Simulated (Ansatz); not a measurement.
# LaLu2N3: the cost of one run

Program: Ansatz 0.2.0. Level of theory: DFT PBE, scalar-relativistic, plane waves, PAW. These are calculated values, not measurements.

1 further run of the same task is left out (set aside as unsound or not needed). Runs told in other sessions of the task aren't counted.

## Step 1: Starting point

The structure is tetragonal, space group P-4m2 (No. 115). The conventional cell has a = 3.402 Å, b = 3.402 Å, c = 9.477 Å, α = 90.00°, β = 90.00°, γ = 90.00°. Around La (site symmetry -4m2) lie 4 N at 2.41 Å. Lu (site symmetry 2mm) is surrounded by 5 N at 2.23 to 2.41 Å. Around N (site symmetry -4m2) lie 4 La at 2.41 Å. N (site symmetry 2mm) has 5 Lu at 2.23 to 2.41 Å in its first shell of neighbours.

Structure file:

```
CELL_PARAMETERS angstrom
3.40221 0.00000 0.00000
0.00000 3.40221 0.00000
0.00000 0.00000 9.47718
ATOMIC_POSITIONS crystal
La 0.00000 0.00000 0.00000
Lu 0.00000 0.50000 0.61979
Lu 0.50000 0.00000 0.38021
N 0.50000 0.50000 0.00000
N 0.00000 0.50000 0.38474
N 0.50000 0.00000 0.61526
```

The cell was relaxed beforehand at this level, from a database cell with other species swapped in; it is a trial structure. At a tolerance of 0.05 Å it has space group P-4m2 (No. 115); it has 18.28 Å³/atom, an uncorrected energy of -1.12 eV/atom over the elements.

## Step 2: Bands, states and charges

input.yaml

```yaml
crystal:
  lattice:
    - [3.4022097756, 0.0, 0.0]
    - [0.0, 3.4022097756, 0.0]
    - [0.0, 0.0, 9.477181858]
  atoms:
    - { symbol: La, position: [0.0, 0.0, 0.0] }
    - { symbol: Lu, position: [0.0, 0.5, 0.6197943548] }
    - { symbol: Lu, position: [0.5, 0.0, 0.3802056452] }
    - { symbol: "N", position: [0.5, 0.5, 0.0] }
    - { symbol: "N", position: [0.0, 0.5, 0.3847359859] }
    - { symbol: "N", position: [0.5, 0.0, 0.6152640141] }
basis:
  ecutwfc: 420
kpoints:
  mp_grid: { grid: [12, 12, 4] }
  band_path:
    path:
      - [[0.0, 0.0, 0.0], [0.0, 0.5, 0.0], [0.5, 0.5, 0.0], [0.0, 0.0, 0.0], [0.0, 0.0, 0.5], [0.0, 0.5, 0.5], [0.5, 0.5, 0.5], [0.0, 0.0, 0.5]]
      - [[0.0, 0.5, 0.0], [0.0, 0.5, 0.5]]
      - [[0.5, 0.5, 0.0], [0.5, 0.5, 0.5]]
    npoints: 14
hamiltonian:
  xc: pbe
scf:
  occupations: { method: gaussian, width: 0.1 }
  n_extra_bands: 15
output:
  forces: true
  stress: true
  eigenvalues: true
  populations: true
  dos: { projected: true, de: 0.02, nscf_kmesh: { grid: [15, 15, 5] } }
  bader: true
  write_density: true
  write_potential: true
  elf: true
  volumetric_format: npy
```

Started as:

```sh
> ansatz run input.yaml --threads 1 --pin off --max-ram 2560MiB --backend cpu --events-out ev --progress --plain --runs-dir out
```

What time and memory should one allow on 1 thread of Arm Neoverse V2, shared host?

About 3 min, with a peak of 0.75 GiB.
